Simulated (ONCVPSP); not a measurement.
# Ga: generating and testing an ONCV potential

Do these settings give a usable potential? It is generated, then checked for transferability, scattering, ghosts and hardness.

Program: ONCVPSP 4.0.1.1 (patched build). Reference atom: PBEsol, scalar-relativistic, spherical and spin-unpolarised. All values are calculated.

**1. The design**

Typed settings, in words:

```json
{
  "element": "gallium (Ga, Z = 31)",
  "type": "optimised norm-conserving Vanderbilt (ONCV)",
  "frozen core": "[Ar]",
  "valence charge": "13",
  "reference configuration": "3d10 4s2 4p1",
  "partial waves": "4s: rc 1.55 bohr, ncon 4, nbas 9, qcut 4.7 1/bohr, 2 projectors, debl 3.4 Ha; 4p: rc 2.55 bohr, ncon 3, nbas 6, qcut 3.9 1/bohr, 1 projector; 3d: rc 1.00 bohr, ncon 4, nbas 8, qcut 14 1/bohr, 2 projectors, debl 1.9 Ha",
  "local potential": "polynomial inside 0.65 bohr (lpopt 2, dvloc0 6 Ha)",
  "core correction": "polynomial model core, fcfact 0.6"
}
```

The nodes and maxima of the atom's own shells, from an earlier all-electron run, set the scale for the radii.

All-electron outer shells of the reference configuration (PBEsol, scalar-relativistic, ld1.x):

| shell | level (eV) | outermost node (bohr) | outermost maximum (bohr) |
| --- | --- | --- | --- |
| 3s | -147.78 | 0.27 | 0.56 |
| 3p | -98.68 | 0.24 | 0.56 |
| 3d | -19.16 | – | 0.53 |
| 4s | -8.96 | 0.81 | 1.90 |
| 4p | -2.57 | 0.87 | 2.53 |

**2. Generation**

Input file Ga.dat:

```
# ATOM AND REFERENCE CONFIGURATION
# atsym  z   nc   nv     iexc    psfile
  Ga 31.00    5    3  -116133      upf
#
#   n    l    f
    1    0    2.00
    2    0    2.00
    2    1    6.00
    3    0    2.00
    3    1    6.00
    3    2   10.00
    4    0    2.00
    4    1    1.00
#
# PSEUDOPOTENTIAL AND OPTIMIZATION
# lmax
    2
#
#   l,   rc,      ep,       ncon, nbas, qcut
    0    1.55    0.00    4    9    4.70
    1    2.55    0.00    3    6    3.90
    2    1.00    0.00    4    8   14.00
#
# LOCAL POTENTIAL
# lloc, lpopt,  rc(5),   dvloc0
    4    2    0.65    6.00
#
# VANDERBILT-KLEINMAN-BYLANDER PROJECTORs
# l, nproj, debl
    0    2    3.40
    1    1    3.80
    2    2    1.90
#
# MODEL CORE CHARGE
# icmod, fcfact, rcfact
    1    0.60    0.00
#
# LOG DERIVATIVE ANALYSIS
# epsh1, epsh2, depsh
   -2.00    5.00    0.02
#
# OUTPUT GRID
# rlmax, drl
    6.00    0.01
#
# TEST CONFIGURATIONS
# ncnf
    4
# nvcnf
#   n    l    f
    3
    3    2   10.00
    4    0    2.00
    4    1    0.00
#
    3
    3    2   10.00
    4    0    1.00
    4    1    0.00
#
    3
    3    2   10.00
    4    0    0.00
    4    1    0.00
#
    3
    3    2    9.00
    4    0    2.00
    4    1    2.00
#
```

The run is started by

```console
oncvpsp.x < Ga.dat > Ga.out
```

Before running it: what results should come out? Wanted: cutoffs for 1 and 0.1 mHa per electron, occupied waves; bound ghosts; GHOST(+) flags; largest test error; largest phase difference near zero energy, channels read; rms error of d²Exc/dn², without and with the model core.

The runs gave:

| quantity | value |
| --- | --- |
| cutoffs for 1 and 0.1 mHa per electron, occupied waves | 88 Ha and 103 Ha |
| bound ghosts | none found |
| GHOST(+) flags | s at 11 eV, p at 14 eV |
| largest test error (AE − PS) | -68 meV, for 3d9 4s2 4p2 (2 tests unsolved) |
| largest phase difference near zero energy, channels read | 0.045 rad |
| rms error of d²Exc/dn², without and with the model core | 6.24 and 1.17 mHa |

The worst unpolarised test, 3d9 4s2 4p2, is off by 68 meV on 20.3 eV; by total energies transferability rates as fair where solved. Of the tests 2 gave no usable energy difference, which is a warning in itself. The potential is very hard: the looser tolerance needs 88 Ha. At the looser tolerance the 3d wave is the slowest; 4s needs 8 Ha. The program's ghost test flags no bound state. Of the channels read, s scatters worst near zero energy, by up to 0.04 rad. The pseudo curves have poles with no partner nearby in the atom's: s at 0.40 Ha, p at 0.46 Ha. At positive energy that is a spurious or a displaced resonance. The program also flags highly localised states, GHOST(+) (s, p). These are tests on the free atom; a crystal test is still owed.
